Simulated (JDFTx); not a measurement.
Here is a JDFTx 1.7.0 (patched build) calculation.

File fluid.in:

```
lattice \
    9.0000000000     0.0000000000     0.0000000000 \
    0.0000000000     9.0000000000     0.0000000000 \
    0.0000000000     0.0000000000    12.0000000000
latt-scale 1.889726124626 1.889726124626 1.889726124626
coords-type Lattice
ion Cl     0.5014444400     0.5023333300     0.3992989200 1
ion Tl     0.5014444400     0.5023333300     0.6063677500 1

ion-species pseudo/Cl.upf
ion-species pseudo/Tl.upf
elec-cutoff 31
elec-ex-corr gga-PBEsol
kpoint-folding 1 1 1
elec-n-bands 10
electronic-minimize nIterations 100 energyDiffThreshold 1e-06
fluid LinearPCM
pcm-variant GLSSA13
fluid-solvent H2O
fluid-minimize nIterations 200 knormThreshold 1e-10
initial-state vacuum.$VAR
core-overlap-check none
forces-output-coords Cartesian

dump-name fluid.$VAR
dump End Ecomponents EigStats BandEigs Kpoints Forces
```

Potentials or basis: PseudoDojo-SR-PBEsol-0.4.1-standard with smoothed tails.

Run with:

```sh
$ jdftx -c 1 -i fluid.in -o fluid.out
```

Problem. Predict the Loewdin charges.

Solution. Cl -0.52; Tl +0.57 e.

Problem. What does it give for the solvation energy?

Solution. -0.496 eV.

Caveat: the liquid is a continuum model, checked here against plausible ranges alone. The run has no spin-orbit coupling, so splittings on Tl are missing.
